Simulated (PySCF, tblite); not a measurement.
**C4H6BrF3Si: geometry, infrared bands and NMR shifts**

Aim: predict the infrared bands and NMR shifts of C4H6BrF3Si (`C=C(C)[Si@@](F)(Br)C(F)F`).

The runs use tblite 0.8.0 and PySCF 2.14.0, with density-fitted response routines of our own; the level of theory stands in each step. All values are computed, except where a source is named. Atoms count from 0, in the outputs and in this text.

**1. The molecule as given**

15 atoms, charge 0, multiplicity 1; geometry from: force field or distance geometry start.

Bonds of the start (Å): C0–C1 1.32, C1–C2 1.49, C1–Si3 1.86, Si3–F4 1.68, Si3–Br5 2.25, Si3–C6 1.86, C6–F7 1.38, C6–F8 1.37, C0–H9 1.08, C0–H10 1.07, C2–H11 1.11, C2–H12 1.11, C2–H13 1.11, C6–H14 1.12.

**2. Optimising the geometry with GFN2-xTB**

What the job is given:

```
{"job": {"kind": "relax", "xc": "GFN2-xTB", "basis": "xTB"}, "charge": 0, "multiplicity": 1}
C     -1.187400    -0.498500    -1.239000
C     -0.869100    -0.021600    -0.047300
C     -1.802200     0.760700     0.814600
Si     0.825100    -0.331000     0.643300
F      1.076500     0.643900     1.983200
Br     1.013700    -2.494900     1.246500
C      2.154500     0.043600    -0.606100
F      2.810600     1.172500    -0.162300
F      3.062800    -0.971000    -0.776200
H     -2.152500    -0.360100    -1.701200
H     -0.439500    -1.056300    -1.770200
H     -1.588100     0.496500     1.866800
H     -1.673300     1.852500     0.693800
H     -2.852900     0.479700     0.584200
H      1.617300     0.292000    -1.552100
```

The run is started by

```sh
$ OMP_NUM_THREADS=1 python probes_run.py task.json out
```

The driver reads the jobs from task.json and runs them one after another.

**Question.** This job is followed by: GFN2-xTB harmonic vibrations, gas phase; GIAO PBE0/pcSseg-1 NMR shielding, non-relativistic, gas phase. What will the session give for the following? strongest single infrared mode (GFN2-xTB); zero-point energy (GFN2-xTB); ¹³C shifts against TMS (PBE0/pcSseg-1); ¹H shifts against TMS (PBE0/pcSseg-1, means over atoms taken as alike); ²⁹Si shifts against TMS (PBE0/pcSseg-1); ¹⁹F shifts against CFCl3 (PBE0/pcSseg-1); ⁷⁹Br shifts against HBr (PBE0/pcSseg-1).

The runs gave:

| quantity | value |
| --- | --- |
| strongest single infrared mode (GFN2-xTB) | 825 cm⁻¹, 202 km/mol |
| zero-point energy (GFN2-xTB) | 59.5 kcal/mol |
| ¹³C shifts against TMS (PBE0/pcSseg-1) | 145.7, 140.7, 124.5, 24.0 ppm |
| ¹H shifts against TMS (PBE0/pcSseg-1, means over atoms taken as alike) | 6.42, 6.31, 6.12, 2.14 ppm |
| ²⁹Si shifts against TMS (PBE0/pcSseg-1) | 0.4 ppm |
| ¹⁹F shifts against CFCl3 (PBE0/pcSseg-1) | -156.6, -157.0, -158.8 ppm |
| ⁷⁹Br shifts against HBr (PBE0/pcSseg-1) | 54 ppm |

What this shows: Over 254 steps the energy fell by 0.506 eV; of the close pairs, Si3–F4 changed most, 1.676 to 1.610 Å. No mode is imaginary among the 39: a minimum at this level. The strongest single mode, at 825 cm⁻¹, moves mainly F4 and Si3. Unscaled tight-binding wavenumbers are off by several per cent, some by more. Its intensities can rank the bands wrongly. The most deshielded carbon is C1 (fully substituted alkene carbon), at 145.7 ppm: the olefinic region. H14 (hydrogen on an sp3 CH bonded to 2 F and Si) lies farthest downfield among hydrogen, at 6.42 ppm; its carbon carries F, an electronegative neighbour. At PBE0/pcSseg-1: The widest tensor belongs to Br5: span 654 ppm, with a paramagnetic part of -558 ppm. Spin-orbit coupling is left out, which matters for shieldings and couplings at and beside the heavy atoms.
